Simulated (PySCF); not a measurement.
# ZnN+: bond curves at several levels of theory

An exercise on one series of results from a longer session: the logs are not shown, and one member is left open.

Method: Zn def2-TZVPPD, N def2-TZVPPD, no relativity; program: PySCF 2.14.0.

Set-up of the first run:

A driver script around PySCF takes these settings:

```
atoms                         : Zn, N
charge                        : 1
basis                         : Zn def2-TZVPPD, N def2-TZVPPD
Hamiltonian                   : no relativity
basis functions               : 104
electrons treated             : 36
masses in u                   : 63.9291, 14.0031
levels                        : PBE0, PBE, r²SCAN, M06-2X, MN15, TPSS, B2PLYP, revPBE, ωB97X, HF, MP2, SCS-MP2, CCSD, CCSD(T)
grid                          : 80 radial by 434 angular points
occupations                   : held fixed by the projection of orbital angular momentum
dissociation limit            : Zn+ + N, each in its ground configuration
starting distance in angstrom : 1.945
values of 2S to try           : 0, 2, 4
```

Launch:

```
OMP_NUM_THREADS=2 python dia.py task.json out
```

Among the steps run: Set-up; PBE0 along the bond; Other states along the same grid; PBE (GGA); r²SCAN (meta-GGA); M06-2X (hybrid meta-GGA); MN15; TPSS; B2PLYP; revPBE; ωB97X (range-separated hybrid); ROHF (mean field); MP2 and coupled cluster.

One table of the session follows, with a row left open; its other results are not shown here.

It belongs to the step «The curves together». Energy (eV) from each level's lowest point:

| R (Å) | ROHF | ROHF-MP2 | ROHF-SCS-MP2 | ROHF-CCSD | ROHF-CCSD(T) |
| --- | --- | --- | --- | --- | --- |
| 1.692 | 0.607 | 0.456 | 0.517 | n/a | n/a |
| 1.770 | 0.238 | 0.165 | 0.202 | 0.279 | 0.291 |
| 1.849 | 0.053 | 0.029 | 0.044 | 0.093 | 0.101 |
| 1.908 | 0.000 | 0.000 | 0.000 | 0.024 | 0.029 |
| 1.967 | 0.002 | 0.017 | 0.002 | 0.000 | 0.000 |
| 2.026 | 0.045 | 0.068 | 0.040 | 0.007 | 0.002 |
| 2.105 | ? | ? | ? | ? | ? |
| 2.203 | 0.328 | 0.350 | 0.284 | 0.135 | 0.118 |
| 2.321 | 0.585 | 0.593 | 0.503 | 0.250 | 0.235 |
| 2.478 | 0.954 | 0.932 | 0.811 | n/a | n/a |

Q: Estimate the row for R (Å) = 2.105 from the others.

Worked estimate for «ROHF». A straight line through the neighbours (2.026, 0.045) and (2.203, 0.328) gives 0.045 + (0.328 − 0.045) × (2.105 − 2.026) / (2.203 − 2.026) = 0.171; a parabola fitted to 4 rows on both sides gives 0.155.

**Answer.** ROHF: 0.149; ROHF-MP2: 0.175; ROHF-SCS-MP2: 0.130; ROHF-CCSD: 0.050; ROHF-CCSD(T): 0.039. In «ROHF» the line misses by +0.022 and the parabola by +0.006.
